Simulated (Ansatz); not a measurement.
# GeH8N2OSi: up Jacob's ladder to CCSD(T)

How much do the methods differ for GeH8N2OSi? The plan is to run it at one geometry with functionals of several rungs and with coupled cluster, and see how far each lands from CCSD(T) at the basis-set limit for the atomisation energy.

Program: Ansatz 0.2.0, Gaussian basis. Level of theory: functionals in def2-TZVPP, the program's frozen cores in correlated methods. These are calculated values, not measurements.

Levels to be run: PBE-D4, r2SCAN-D4, PBE0-D4, B3LYP-D4, ωB97X-V, ωB97M-V, B2PLYP; CCSD(T)/def2-TZVPP; MP2/def2-QZVPP; extrapolation to the limit.

### 1 Structure used throughout

An earlier PBE0-D4 in a triple-zeta def2 set relaxation fixed the geometry.

SMILES `N[SiH2][O][GeH2][NH2]`, 13 atoms, charge 0, spin multiplicity 1.

Atoms are counted from 1 here; the program's logs count them from 0.

Bond lengths: N1–Si2 1.723 Å, N1–H6 1.007 Å, N1–H7 1.008 Å, Si2–O3 1.629 Å, Si2–H8 1.489 Å, Si2–H9 1.486 Å, O3–Ge4 1.791 Å, Ge4–N5 1.823 Å, Ge4–H10 1.534 Å, Ge4–H11 1.532 Å, N5–H12 1.011 Å, N5–H13 1.010 Å. Angles: Si2–N1–H6 118.8°, Si2–N1–H7 120.9°, H6–N1–H7 110.7°, N1–Si2–O3 110.8°, N1–Si2–H8 104.4°, N1–Si2–H9 113.8°, O3–Si2–H8 112.4°, O3–Si2–H9 105.6°, H8–Si2–H9 110.0°, Si2–O3–Ge4 128.1°, O3–Ge4–N5 113.4°, O3–Ge4–H10 107.0°, O3–Ge4–H11 105.0°, N5–Ge4–H10 108.4°, N5–Ge4–H11 108.8°, H10–Ge4–H11 114.3°, Ge4–N5–H12 113.7°, Ge4–N5–H13 115.4° and more.

### 2 PBE-D4 (GGA)

File in.yaml:

```yaml
crystal:
  periodic: [false, false, false]
  atoms:
    - {symbol: N, position_ang: [-1.738765, 0.658936, -0.104148]}
    - {symbol: Si, position_ang: [-0.275215, 1.552517, -0.273424]}
    - {symbol: O, position_ang: [0.916456, 0.605666, -0.853909]}
    - {symbol: Ge, position_ang: [1.193378, -1.136625, -0.547373]}
    - {symbol: N, position_ang: [0.755578, -1.653992, 1.145148]}
    - {symbol: H, position_ang: [-2.324157, 0.833244, 0.696890]}
    - {symbol: H, position_ang: [-2.297689, 0.424827, -0.909547]}
    - {symbol: H, position_ang: [0.015092, 2.053133, 1.098250]}
    - {symbol: H, position_ang: [-0.374972, 2.693705, -1.220253]}
    - {symbol: H, position_ang: [0.310477, -1.910476, -1.534366]}
    - {symbol: H, position_ang: [2.697709, -1.340162, -0.753213]}
    - {symbol: H, position_ang: [-0.216580, -1.504069, 1.377620]}
    - {symbol: H, position_ang: [1.338678, -1.276703, 1.878306]}
basis:
  gaussian: {orbitals: def2-TZVPP}
hamiltonian: {xc: pbe, dispersion: d4}
output: {forces: true, orbitals: {seedname: orbitals}}
```

The run is started by

```
$ ansatz run in.yaml --threads 2 --pin off --events-out ev --progress --plain --max-ram 22528MiB --backend cuda --devices 0, --max-vram 18GiB
```

Further steps of the session: r2SCAN-D4 (meta-GGA); PBE0-D4 (hybrid); B3LYP-D4 (hybrid); ωB97X-V (range-separated); ωB97M-V (range-separated); B2PLYP (double hybrid); CCSD(T) in def2-TZVPP; MP2 in def2-QZVPP.

**Question.** What will the summary of the whole plan be? Wanted: atomisation energy, CCSD(T)/CBS; farthest; mean size of error, hybrid; mean size of error, range-separated; gap, smallest and largest; T1 diagnostic; triples share of the correlation energy.

**Answer**, as computed:

```
                                quantity                                          value
         atomisation energy, CCSD(T)/CBS                                1046.5 kcal/mol
functionals within 10.5 kcal/mol (1.0 %)  PBE-D4, r2SCAN-D4, B3LYP-D4, ωB97X-V, ωB97M-V
                                farthest                       PBE0-D4 (-18.5 kcal/mol)
              mean size of error, hybrid                                  12.0 kcal/mol
     mean size of error, range-separated                                   2.9 kcal/mol
               gap, smallest and largest           5.63 eV (PBE-D4), 12.22 eV (ωB97X-V)
                           T1 diagnostic                                         0.0114
 triples share of the correlation energy                                          3.5 %
```

**Reading.** PBE-D4 misses by -0.4 kcal/mol. Double hybrids carry the basis error of their MP2 part in triple zeta, and no dispersion term here, so their miss is partly the set-up's. The reference freezes the cores and leaves out relativity and excitations past (T), and its outer-core shells are covered unevenly, so misses under about 10.5 kcal/mol can't be ranked. Hartree-Fock recovers 69 % of the binding; the rest is correlation. The gap grows from 5.6 to 12.2 eV across the functionals, mostly with the share of exact exchange. Correlated methods include outer-core shells of Ge, which these sets cover unevenly.
